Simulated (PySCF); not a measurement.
# [Dy(PH3)]2+: other functionals and bases at one geometry

An exercise on one series of results from a longer session: the logs are not shown, and one member is left open.

The runs use PySCF 2.14.0; several levels, as the steps say, no spin–orbit coupling.

1 further run of the same task is left out (for a known fault of the program).

**Starting geometry**

5 atoms, charge 2, spin multiplicity 1.

Bond lengths: Dy1–P2 3.096 Å, P2–H3 1.418 Å, P2–H4 1.418 Å, P2–H5 1.418 Å. Angles: Dy1–P2–H3 116.4°, Dy1–P2–H4 116.4°, Dy1–P2–H5 116.4°, H3–P2–H4 101.7°, H3–P2–H5 101.7°, H4–P2–H5 101.7°.

Geometry (Å):

```
Dy    0.0000    0.0000   -0.5059
P     0.0000    0.0000    2.5901
H     1.2703    0.0000    3.2205
H    -0.6352    1.1001    3.2205
H    -0.6352   -1.1001    3.2205
```

Formal oxidation states: Dy +2. Each metal's 10 4f electrons lie in its core potential, so multiplicities, spins and levels count the valence alone. An earlier session relaxed this geometry at PBE0, Dy lcecp-0-SVP with ECP56, P def2-SVP, H def2-SVP (singlet, point group C3v).

At PBE0 on the finer grid: E = -373.235263 Eh, frontier levels not given, since the 4f levels lie in the core, Mulliken charge on Dy1 +1.62 e, largest force component 0.014 eV/Å. 

Levels to run: BP86; revPBE; PBE0, TZVP. Hardware: 2 threads of Arm Neoverse V2, shared host.

Set-up of the first run:

The input, run.py (the lines that set the calculation):

```python
mol = gto.M(atom='''
Dy     0.00000     0.00000    -0.50587
P      0.00000     0.00000     2.59006
H      1.27033     0.00000     3.22045
H     -0.63516     1.10014     3.22045
H     -0.63517    -1.10013     3.22045''',
    basis={'Dy': 'lcecp-0-SVP', 'P': 'def2-SVP', 'H': 'def2-SVP'},
    ecp={'Dy': 'lcecp-0-SVP'},
    charge=2, spin=0)
mf = dft.RKS(mol, xc='B88,P86')
mf.grids.atom_grid = (75, 302)  # f atoms: unpruned, at least (60, 302)
mf = mf.density_fit()  # fitting sets: Dy AutoAux, P def2-universal-JKFIT, H def2-universal-JKFIT
mf.conv_tol = 1e-08; mf.max_cycle = 55
mf.kernel(dm0)  # dm0: the density of the relaxed state
```

Run with:

```console
> OMP_NUM_THREADS=2 python run.py
```

Steps of the session up to this table: BP86; revPBE; PBE0, TZVP.

One table of the session follows, with a row left open; its other results are not shown here.

```
              level  charge on Dy1 (e)  dipole (D)  largest force component (eV/Å)
PBE0 (relaxed here)               1.62        0.51                            0.01
               BP86                  ?           ?                               ?
             revPBE               1.59        0.80                            0.24
         PBE0, TZVP               1.70        0.63                            0.18
```

Q: Estimate the row for BP86 from the others.

The run gave: charge on Dy1 (e): 1.59; dipole (D): 0.79; largest force component (eV/Å): 0.31.

The dipole of a charged species depends on the origin, so these sizes hold for this origin alone.

The largest leftover force, 0.31 eV/Å with BP86, stands at a geometry relaxed at another level. With 4f in the core, its levels are missing from HOMO and gap, and its count is fixed, so no charge can pass from the ligands into it. Total energies of different levels can't be compared.
